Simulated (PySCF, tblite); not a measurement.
# C4H8OSSi− (doublet): geometry, infrared bands and EPR parameters

Wanted: the infrared bands and EPR parameters of C4H8OSSi− (doublet) (`[CH2-][C]1C[SiH2]C[S@]1=O`), by calculation.

Programs: tblite 0.8.0 and PySCF 2.14.0, with density-fitted response routines of our own. Each step states its level of theory. These are calculated values for one molecule in the gas phase, unless marked as measured. Atoms count from 0, in the outputs and in this text.

**1. Starting geometry**

15 atoms, charge -1, multiplicity 2; geometry from: force field or distance geometry start.

Bonds of the start (Å): C0–C1 1.45, C1–C2 1.50, C2–Si3 1.90, Si3–C4 1.84, C4–S5 1.84, S5–O6 1.50, S5–C1 1.79, C0–H7 1.09, C0–H8 1.08, C2–H9 1.09, C2–H10 1.10, Si3–H11 1.50, Si3–H12 1.47, C4–H13 1.09, C4–H14 1.10.

**2. Relaxing the molecule with GFN2-xTB**

The job: settings as JSON, then the geometry in Å.

```
{"job": {"kind": "relax", "xc": "GFN2-xTB", "basis": "xTB"}, "charge": -1, "multiplicity": 2}
C      2.411700    -0.236700    -0.260400
C      0.969800    -0.095700    -0.273800
C      0.111700    -1.272400     0.092600
Si    -1.664800    -0.603800     0.073400
C     -1.360000     1.209700     0.172500
S      0.212700     1.461300    -0.740100
O      0.991600     2.532500    -0.026100
H      3.032800     0.634000    -0.464700
H      2.874100    -1.171600     0.027100
H      0.351500    -1.646300     1.090200
H      0.213200    -2.082500    -0.637300
H     -2.463800    -1.126100     1.230600
H     -2.338300    -0.973300    -1.185700
H     -1.209900     1.554400     1.190700
H     -2.136500     1.824500    -0.311000
```

Started as:

```sh
OMP_NUM_THREADS=1 python probes_run.py task.json out
```

The driver reads the jobs from task.json and runs them one after another.

**Question.** This job is followed by: GFN2-xTB harmonic vibrations, gas phase; UKS B3LYP, pcH-1 on C H O S Si, non-relativistic, mean-field spin-orbit, GIAO. What will the session give for the following? strongest single infrared mode (GFN2-xTB); zero-point energy (GFN2-xTB); g(iso) (B3LYP); ⟨S²⟩; largest a(iso).

The runs gave:

| quantity | value |
| --- | --- |
| strongest single infrared mode (GFN2-xTB) | 1991 cm⁻¹, 622 km/mol |
| zero-point energy (GFN2-xTB) | 63.5 kcal/mol |
| g(iso) (B3LYP) | 2.00374 |
| ⟨S²⟩ | 0.757 (exact 0.75) |
| largest a(iso) | 13C on C4, 175.0 MHz |

What this shows: Over 121 steps the energy fell by 1.010 eV; of the close pairs, C4–S5 changed most, 1.836 to 2.543 Å. All 39 modes are real, so the xTB geometry is a minimum. The strongest single mode, at 1991 cm⁻¹, moves mainly H11. GFN2-xTB is a fitted tight-binding method: band positions and strengths are rough. Its intensities can rank the bands wrongly. The structure rearranged or came apart on optimisation; the results belong to the end geometry, not to the formula as drawn. The largest share of the spin, 0.42 e, sits on C4. The isotropic g lies 1.4 ppt above the free-electron value.
